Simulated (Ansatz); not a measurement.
# Cl3FGe2H4: the cost of one run

Method: RKS PBE/def2-SVP, in Ansatz 0.2.0.

1 further run of the same task is left out (it didn't finish).

### 1 The system as given

Bond lengths: Ge1–Ge2 2.750 Å, Ge2–H3 1.550 Å, Ge2–H4 1.550 Å, Ge2–H5 1.550 Å, Ge1–Cl6 2.220 Å, Ge1–Cl7 2.218 Å, Ge1–Cl8 2.218 Å, Ge1–F9 1.980 Å, Ge2–H10 1.769 Å. Angles (14 of 20 angles, heavy atoms first): Ge2–Ge1–Cl6 109.5°, Ge2–Ge1–Cl7 109.5°, Ge2–Ge1–Cl8 109.5°, Ge2–Ge1–F9 71.6°, Cl6–Ge1–Cl7 109.5°, Cl6–Ge1–Cl8 109.5°, Cl6–Ge1–F9 67.1°, Cl7–Ge1–Cl8 109.5°, Cl7–Ge1–F9 72.9°, Cl8–Ge1–F9 176.5°, Ge1–Ge2–H3 109.5°, Ge1–Ge2–H4 109.5°, Ge1–Ge2–H5 109.5°, Ge1–Ge2–H10 56.0°.

Coordinates:

```xyz
10

Ge    0.0000    0.0000    0.0000
Ge    0.0000    0.0000    2.7500
H    -1.3958   -0.4318    3.2674
H     1.0719   -0.9929    3.2674
H     0.3240    1.4247    3.2674
Cl    2.0935    0.0000   -0.7393
Cl   -1.0456    1.8115   -0.7393
Cl   -1.0456   -1.8115   -0.7393
F     1.0384    1.5660    0.6243
H     0.8108    1.2227    1.7619
```

### 2 A restrained relaxation towards end A

Springs on the bonds that form and break draw the guess towards this end; the thresholds are loose.

File input.yaml:

```yaml
crystal:
  periodic: [false, false, false]
  atoms:
    - { symbol: Ge, position_ang: [0.0, 0.0, 0.0] }
    - { symbol: Ge, position_ang: [0.0, 0.0, 2.75] }
    - { symbol: H, position_ang: [-1.3958, -0.4318, 3.2674] }
    - { symbol: H, position_ang: [1.0719, -0.9929, 3.2674] }
    - { symbol: H, position_ang: [0.324, 1.4247, 3.2674] }
    - { symbol: Cl, position_ang: [2.0935, 0.0, -0.7393] }
    - { symbol: Cl, position_ang: [-1.0456, 1.8115, -0.7393] }
    - { symbol: Cl, position_ang: [-1.0456, -1.8115, -0.7393] }
    - { symbol: F, position_ang: [1.0384, 1.566, 0.6243] }
    - { symbol: H, position_ang: [0.8108, 1.2227, 1.7619] }
basis:
  gaussian: { orbitals: def2-SVP }
hamiltonian:
  xc: pbe
relax:
  f_tol: 0.15
  max_steps: 25
  restrain:
    - { distance: [0, 8], at: 2.88, k: 30.0 }
    - { distance: [9, 1], at: 2.75, k: 30.0 }
    - { distance: [0, 1], at: 2.4, k: 30.0 }
    - { distance: [9, 8], at: 0.92, k: 30.0 }
output:
  orbitals: {}
```

Command:

```bash
$ ansatz run input.yaml --threads 4 --pin off --max-ram 5120MiB --backend cpu --events-out ev --progress --plain --runs-dir out
```

Q: Estimate wall time and peak memory on 4 threads of Arm Neoverse V2, shared host.

About 52 s, with a peak of 0.26 GiB.
